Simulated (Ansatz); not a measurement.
Here is an Ansatz input file for ClCu. Write the same calculation for the Python package.

```yaml
crystal:
  periodic: [false, false, false]
  atoms:
    - { symbol: Cu, position_ang: [0.0, 0.0, 0.0] }
    - { symbol: Cl, position_ang: [0.0, 0.0, 2.105] }
basis:
  gaussian:
    orbitals: cc-pVDZ
hamiltonian:
  xc: pbe0
  dispersion: d3bj
output:
  forces: true
```

`clcu.py`
```python
import json

import ansatz
import numpy as np
import pandas as pd

GEOMETRY = '''
Cu    0.00000    0.00000    0.00000
Cl    0.00000    0.00000    2.10500
'''


def main() -> None:
    clcu = ansatz.Crystal.molecule()
    for line in GEOMETRY.strip().splitlines():
        symbol, *xyz = line.split()
        clcu = clcu.atom(symbol, [float(v) for v in xyz])

    calc = clcu.calculation()
    calc = calc.basis(gaussian='cc-pVDZ')
    calc = calc.functional('pbe0', dispersion='d3bj')
    calc = calc.forces()
    trace = []
    result = calc.session().plan().execute(on_event=trace.append)
    rep = result.report
    for event in trace:
        if event['event'] == 'mean_field_evaluation' and event['data']['evaluation'] <= 25:
            print('pass {evaluation:3d}  E = {energy_ev:.6f} eV  gradient {gradient_ev:.1e}'.format(**event['data']))

    print('reference energy %16.6f eV' % rep['reference_energy_ev'])
    print('total energy     %16.6f eV' % rep['free_energy_ev'])
    print('occupied orbitals outside the frozen core (up, down):', rep['n_occupied'], ' frozen:', rep['n_frozen'], ' virtual:', rep['n_virtual'])

    field = rep['mean_field']
    print('<S^2> =', round(abs(field['state']['spin_squared']), 4), ' all-electron relativity setting:', field['relativity'])
    print('passes:', field['passes'])
    if 'symmetry' in field:
        print('occupied orbitals by irrep:', field['symmetry']['occupied'])

    symbols = [site.symbol for site in clcu.cartesian_sites]
    forces = np.array(rep['forces_ev_ang'])
    print('largest force', round(float(np.linalg.norm(forces, axis=1).max()), 4), 'eV/A, rms', round(float(np.sqrt((forces ** 2).mean())), 4))

    charges = rep['charge_distribution']
    table = pd.DataFrame({'atom': symbols, 'mulliken': charges['mulliken_charges_e'], 'lowdin': charges['lowdin_charges_e']})
    print(table.round(3).to_string())
    print('dipole (e A):', np.round(charges['dipole_moment_e_ang'], 4) + 0.0)
    with open('clcu.json', 'w') as handle:
        json.dump({k: rep[k] for k in ('free_energy_ev', 'reference_energy_ev', 'n_occupied', 'n_virtual')}, handle, indent=1)


if __name__ == '__main__':
    main()
```

```console
$ python clcu.py
pass   1  E = -57151.464936 eV  gradient 6.0e+01
pass   2  E = -57080.891498 eV  gradient 2.8e+02
pass   3  E = -57154.314232 eV  gradient 1.4e+01
pass   4  E = -57154.615206 eV  gradient 1.0e+01
pass   5  E = -57154.867185 eV  gradient 2.1e+00
pass   6  E = -57154.871534 eV  gradient 2.2e-01
pass   7  E = -57154.872009 eV  gradient 2.2e-01
pass   8  E = -57154.931945 eV  gradient 3.7e-01
pass   9  E = -57154.932601 eV  gradient 2.5e-01
pass  10  E = -57154.932687 eV  gradient 5.4e-02
pass  11  E = -57154.932697 eV  gradient 3.7e-02
pass  12  E = -57154.932698 eV  gradient 9.9e-03
pass  13  E = -57154.932700 eV  gradient 1.1e-02
pass  14  E = -57154.932700 eV  gradient 1.2e-03
pass  15  E = -57154.932700 eV  gradient 1.1e-04
pass  16  E = -57154.932700 eV  gradient 1.3e-04
pass  17  E = -57154.932700 eV  gradient 8.1e-06
pass  18  E = -57154.932700 eV  gradient 8.4e-06
pass  19  E = -57154.932700 eV  gradient 8.4e-06
reference energy    -57154.932729 eV
total energy        -57154.958394 eV
occupied orbitals outside the frozen core (up, down): [23, 23]  frozen: 0  virtual: [38, 38]
<S^2> = 0.0  all-electron relativity setting: none
passes: {'evaluations': 18, 'products': 14}
occupied orbitals by irrep: [{'A1': 12, 'A2': 1, 'B1': 5, 'B2': 5}, {'A1': 12, 'A2': 1, 'B1': 5, 'B2': 5}]
largest force 0.2745 eV/A, rms 0.1585
  atom  mulliken  lowdin
0   Cu     0.353  -0.252
1   Cl    -0.353   0.252
dipole (e A): [ 0.      0.     -1.0622]
```

What to keep in mind:
- Total energies depend on the basis set; only differences at equal settings carry meaning.
- The geometry is a force-field or estimated start, not a minimum of this method, and the basis set is short of its limit.
- The Löwdin charges here are taken after orthogonalising the functions within each atom; they differ from plain Löwdin charges, and their signs can be unphysical.
- Total less reference energy is the dispersion correction.
- The spin state was assumed, and another may lie lower.
- Early passes use coarser integrals and grids, so their energies can't be compared with the last.
- It ran for 3 s on 1 thread of Arm Neoverse V2 (shared host), peak memory 0.23 GiB.

(Lines on the test bed's own set-up are left out of the output.)
